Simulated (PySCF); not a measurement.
**C2H8O2SeSi2: electronic excitations**

Aim: predict the electronic excitations of C2H8O2SeSi2 (`C[Se][SiH2][SiH2]C(=O)O`).

Programs: PySCF 2.14.0, with density-fitted response routines of our own. Each step states its level of theory. These are calculated values for one molecule in the gas phase, unless marked as measured. Atoms are numbered from 0 throughout.

### Step 1. The molecule as given

15 atoms, charge 0, multiplicity 1; geometry from: GFN2-xTB.

Bonds of the start (Å): C0–Se1 1.95, Se1–Si2 2.29, Si2–Si3 2.32, Si3–C4 1.92, C4–O5 1.20, C4–O6 1.34, C0–H7 1.09, C0–H8 1.09, C0–H9 1.09, Si2–H10 1.47, Si2–H11 1.47, Si3–H12 1.46, Si3–H13 1.47, O6–H14 0.97.

### Step 2. Excited states and response: wB97X-D/def2-SVPD

The job: settings as JSON, then the geometry in Å.

```
{"job": {"kind": "uv", "xc": "wB97X-D", "basis": "def2-SVPD", "nstates": 8, "ntriplets": 3}, "charge": 0, "multiplicity": 1}
C      3.025503     0.652167    -0.297162
Se     1.114253     1.054152    -0.222064
Si     0.360800    -1.086079    -0.505487
Si    -1.959097    -1.077922    -0.469974
C     -2.471719     0.579769     0.348559
O     -3.304656     0.761580     1.196539
O     -1.733377     1.577690    -0.161235
H      3.288394    -0.018035     0.516234
H      3.560842     1.591023    -0.191899
H      3.260498     0.195569    -1.254350
H      0.943703    -1.571766    -1.764149
H      1.001938    -1.889177     0.546612
H     -2.580579    -2.153902     0.299244
H     -2.560638    -1.045342    -1.806168
H     -1.950280     2.438263     0.237734
```

Level: TDDFT wB97X-D/def2-SVPD, vertical, gas phase, core orbitals frozen in the response.

Command:

```sh
$ OMP_NUM_THREADS=1 python probes_run.py task.json out
```

One launch serves the whole session: the jobs run in the order shown.

Predict these results of the whole session: lowest singlet (wB97X-D/def2-SVPD); brightest single state of those computed; lowest triplet.

As calculated:

```
                                quantity                        value
      lowest singlet (wB97X-D/def2-SVPD)  4.78 eV (260 nm), f = 0.009
brightest single state of those computed  state 8, 6.70 eV, f = 0.048
                          lowest triplet                      4.43 eV
```

In words: The lowest singlet, at 4.78 eV, is HOMO→LUMO 0.59, HOMO→LUMO+1 0.32 and is weak; of the 8 states computed, the strongest absorption comes from state 8 at 6.70 eV (the last computed, so partners may be missing). The lowest triplet lies 0.35 eV below the lowest singlet (triplets in Tamm-Dancoff, singlets in full TDDFT).
